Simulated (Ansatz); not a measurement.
# HfH+ (singlet): from Hartree-Fock to the top rungs, def2-TZVPP

An exercise on one series of results from a longer session: the logs are not shown, and one member is left open.

The runs use Ansatz 0.2.0, Gaussian basis; def2-TZVPP, core rule «outside noble gas», up to 4 orbitals frozen.

Plan: UHF; CCSD(T) on RHF; CCSD(T) on UHF; CCSDT(Q) on RHF; CCSDT(Q) on UHF; Full CI.

17 further runs of the same task are left out: 10 for a known fault of the program, 2 that didn't finish, 5 set aside as unsound or not needed.

**The geometry**

The geometry is a PBE0/def2-TZVP stationary point (not a proven minimum) of the parent state, kept for this charge and spin. No spin-orbit coupling is included. Elements past krypton take def2 core potentials.

2 atoms, charge 1, spin multiplicity 1.

Atoms are counted from 1 here; the program's logs count them from 0.

Bond lengths: Hf1–H2 1.832 Å.

The first run:

Contents of in.yaml:

```yaml
crystal:
  periodic: [false, false, false]
  atoms:
    - {symbol: Hf, position_ang: [0.000000, 0.000000, 0.000000]}
    - {symbol: H, position_ang: [0.000000, 0.000000, 1.831618]}
basis:
  gaussian: {orbitals: def2-TZVPP}
total_charge: 1
magnetization: {spin_polarized: true, initial_magnetization: 0}
hamiltonian: {xc: hf}
output: {orbitals: {seedname: orbitals}}
```

Started as:

```
> ansatz run in.yaml --threads 1 --pin off --events-out ev --progress --plain --max-ram 4096MiB --backend cpu
```

Steps of the session up to this table: UHF; CCSD(T) on RHF; CCSD(T) on UHF; CCSDT(Q) on RHF; CCSDT(Q) on UHF; Full CI.

One of the session's tables, all rows but one given; the rest of the session is left out.

| method | from FCI (kcal/mol) |
| --- | --- |
| RHF | +54.52 |
| UHF | +40.64 |
| RMP2 | +15.72 |
| UMP2 | +11.66 |
| RCCSD | +2.37 |
| UCCSD | +1.81 |
| RCCSD(T) | ? |
| UCCSD(T) | +0.79 |
| RCCSDT | +0.07 |
| UCCSDT | +0.38 |
| RCCSDT(Q) | -0.01 |
| UCCSDT(Q) | +0.35 |
| FCI | 0 |

Q: Estimate the row for RCCSD(T) from the others.

**Answer.** from FCI (kcal/mol): +0.59. In the column «from FCI (kcal/mol)» it lies between UCCSDT (+0.38) and UCCSD(T) (+0.79).

Among the levels timed on like hardware and quicker than the yardstick, those that no quicker one beats, quickest first: RCCSD(T) (2.2 s, +0.59 kcal/mol); RCCSDT(Q) (8.5 s, -0.01 kcal/mol).

Caveats from the session: The determinant is far from a pure spin state, so its energy mixes those of several spin states (harmless only where they are near-degenerate, as at dissociation). The yardstick is full CI for this spin, exact in this basis with these frozen cores. Restricted and unrestricted rows rest on different reference determinants; where their highest levels disagree by more than a few hundredths of an eV, they describe different states and don't form one ladder.
